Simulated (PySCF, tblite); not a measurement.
**C6H14B2FN: geometry, infrared bands and NMR shifts**

Aim: predict the infrared bands and NMR shifts of C6H14B2FN (`BN(B[C@H]1C[C@@H](F)C1)CC`).

The runs use tblite 0.8.0 and PySCF 2.14.0, with density-fitted response routines of our own; the level of theory stands in each step. All values are computed, except where a source is named. Atoms count from 0, in the outputs and in this text.

### 1 Starting geometry

24 atoms, charge 0, multiplicity 1; geometry from: force field or distance geometry start.

Bonds of the start (Å): B0–N1 1.51, N1–B2 1.51, B2–C3 1.59, C3–C4 1.50, C4–C5 1.54, C5–F6 1.36, C5–C7 1.52, N1–C8 1.43, C8–C9 1.51, C7–C3 1.51, B0–H10 1.17, B0–H11 1.19, B2–H12 1.18, C3–H13 1.10, C4–H14 1.10, C4–H15 1.11, C5–H16 1.10, C7–H17 1.11, C7–H18 1.10, C8–H19 1.11, C8–H20 1.10, C9–H21 1.10, C9–H22 1.11, C9–H23 1.13.

### 2 Optimising the geometry with GFN2-xTB

The job: settings as JSON, then the geometry in Å.

```
{"job": {"kind": "relax", "xc": "GFN2-xTB", "basis": "xTB"}, "charge": 0, "multiplicity": 1}
B      1.804600     0.156800     1.571900
N      1.144900    -0.294900     0.292600
B     -0.078200    -1.153300     0.485500
C     -1.460100    -0.381800     0.620500
C     -1.498600     1.034900     0.122500
C     -2.982700     0.749800    -0.160100
F     -3.534500     1.421900    -1.211900
C     -2.491000    -0.662500    -0.449700
C      2.038600    -0.732600    -0.733500
C      2.928200     0.435200    -1.087700
H      2.231400     1.248800     1.631000
H      1.487900    -0.375400     2.586000
H      0.042800    -2.144600     1.114900
H     -1.926800    -0.419600     1.617000
H     -0.970000     1.129300    -0.840300
H     -1.316200     1.825400     0.876600
H     -3.512500     0.777100     0.806100
H     -3.223000    -1.462600    -0.219200
H     -2.041400    -0.679600    -1.451700
H      1.417100    -1.032600    -1.602900
H      2.615000    -1.601300    -0.390800
H      2.767100     1.237700    -0.356200
H      3.984700     0.106600    -1.138600
H      2.561300     0.837400    -2.074300
```

Command:

```console
$ OMP_NUM_THREADS=1 python probes_run.py task.json out
```

One launch serves the whole session: the jobs run in the order shown.

**Question.** This job is followed by: GFN2-xTB harmonic vibrations, gas phase; GIAO PBE0/pcSseg-1 NMR shielding, non-relativistic, gas phase. What will the session give for the following? strongest single infrared mode (GFN2-xTB); zero-point energy (GFN2-xTB); 13C shifts against TMS (PBE0/pcSseg-1, means over atoms taken as alike); 1H shifts against TMS (PBE0/pcSseg-1, means over atoms taken as alike); 11B shifts against BF3·OEt2 (PBE0/pcSseg-1); 15N shifts against NH3 (PBE0/pcSseg-1); 19F shifts against CFCl3 (PBE0/pcSseg-1).

As calculated:

| quantity | value |
| --- | --- |
| strongest single infrared mode (GFN2-xTB) | 1380 cm⁻¹, 355 km/mol |
| zero-point energy (GFN2-xTB) | 124.2 kcal/mol |
| 13C shifts against TMS (PBE0/pcSseg-1, means over atoms taken as alike) | 89.3, 58.7, 37.3, 25.5, 16.3 ppm |
| 1H shifts against TMS (PBE0/pcSseg-1, means over atoms taken as alike) | 5.99, 5.46, 5.20, 3.65, 2.62, 2.24, 1.80, 1.25 ppm |
| 11B shifts against BF3·OEt2 (PBE0/pcSseg-1) | 59.0, 50.2 ppm |
| 15N shifts against NH3 (PBE0/pcSseg-1) | 213.4 ppm |
| 19F shifts against CFCl3 (PBE0/pcSseg-1) | -178.8 ppm |

What this shows: Over 160 steps the energy fell by 2.660 eV; of the close pairs, B0–N1 changed most, 1.509 to 1.410 Å. No mode is imaginary among the 66: a minimum at this level. The strongest single mode, at 1380 cm⁻¹, has its largest shares on N1, B0 and B2 (the list is cut at 3 atoms). Unscaled tight-binding wavenumbers are off by several per cent, some by more. Its intensities can rank the bands wrongly. At PBE0/pcSseg-1: Shielding is most anisotropic at N1 (span 347 ppm, paramagnetic term -272 ppm).
